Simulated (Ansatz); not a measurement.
**GeH9NSi2: how energies converge with the basis set**

How large a basis does GeH9NSi2 need? Two functionals are run in growing sets.

Computed with Ansatz 0.2.0, Gaussian basis. Level: one geometry, several basis sets.

Plan: PBE0-D4/def2-SVP; ωB97M-V/def2-SVP; PBE0-D4/def2-QZVPP; ωB97M-V/def2-QZVPP; the functionals' def2-TZVPP values are taken from earlier runs.

## Step 1: The geometry

All runs share one geometry, relaxed beforehand with PBE0-D4 in a triple-zeta def2 set.

SMILES `[SiH3][N]([SiH3])[GeH3]`, 13 atoms, charge 0, spin multiplicity 1.

Atoms are counted from 1 here; the program's logs count them from 0.

Bond lengths: Si1–N2 1.728 Å, Si1–H5 1.490 Å, Si1–H6 1.486 Å, Si1–H7 1.489 Å, N2–Si3 1.728 Å, N2–Ge4 1.858 Å, Si3–H8 1.490 Å, Si3–H9 1.489 Å, Si3–H10 1.485 Å, Ge4–H11 1.537 Å, Ge4–H12 1.537 Å, Ge4–H13 1.537 Å. Angles: N2–Si1–H5 112.2°, N2–Si1–H6 108.7°, N2–Si1–H7 110.2°, H5–Si1–H6 108.8°, H5–Si1–H7 107.2°, H6–Si1–H7 109.7°, Si1–N2–Si3 124.1°, Si1–N2–Ge4 118.0°, Si3–N2–Ge4 117.7°, N2–Si3–H8 112.6°, N2–Si3–H9 108.7°, N2–Si3–H10 109.8°, H8–Si3–H9 107.4°, H8–Si3–H10 108.5°, H9–Si3–H10 109.8°, N2–Ge4–H11 107.2°, N2–Ge4–H12 108.4°, N2–Ge4–H13 109.6° and more.

## Step 2: PBE0-D4 in def2-SVP

Input file in.yaml:

```yaml
crystal:
  periodic: [false, false, false]
  atoms:
    - {symbol: Si, position_ang: [-0.721186, 1.366435, -0.848539]}
    - {symbol: N, position_ang: [0.026055, 0.075082, 0.023080]}
    - {symbol: Si, position_ang: [0.523720, 0.181022, 1.674345]}
    - {symbol: Ge, position_ang: [0.208921, -1.564336, -0.831260]}
    - {symbol: H, position_ang: [-2.179020, 1.138574, -1.052916]}
    - {symbol: H, position_ang: [-0.537377, 2.627317, -0.083940]}
    - {symbol: H, position_ang: [-0.102596, 1.503000, -2.196081]}
    - {symbol: H, position_ang: [-0.527554, -0.287347, 2.620638]}
    - {symbol: H, position_ang: [1.718132, -0.686862, 1.870895]}
    - {symbol: H, position_ang: [0.863761, 1.587946, 2.008063]}
    - {symbol: H, position_ang: [-0.762525, -1.565695, -2.022070]}
    - {symbol: H, position_ang: [-0.147561, -2.675720, 0.169185]}
    - {symbol: H, position_ang: [1.657732, -1.734215, -1.316399]}
basis:
  gaussian: {orbitals: def2-SVP}
hamiltonian: {xc: pbe0, dispersion: d4}
output: {orbitals: {seedname: orbitals}}
```

On the command line:

```
$ ansatz run in.yaml --threads 4 --pin off --events-out ev --progress --plain --max-ram 10444MiB
```

Further steps of the session: ωB97M-V in def2-SVP; PBE0-D4 in def2-QZVPP; ωB97M-V in def2-QZVPP.

Before running them: what should the planned runs give, taken together? Wanted: PBE0-D4: double and triple zeta above quadruple; ωB97M-V: double and triple zeta above quadruple.

**Answer**, as computed:

| quantity | value |
| --- | --- |
| PBE0-D4: double and triple zeta above quadruple | 16.52, 1.88 eV |
| ωB97M-V: double and triple zeta above quadruple | 16.57, 1.80 eV |

What this shows: PBE0-D4 gains 14.64 eV from double to triple zeta, then 1.88 eV more. Total energies overstate the basis error of differences, where much of it tends to cancel. The LUMO of ωB97M-V is positive and keeps falling with the basis (1.85 to 1.16 eV): an unbound level that the basis holds in place.
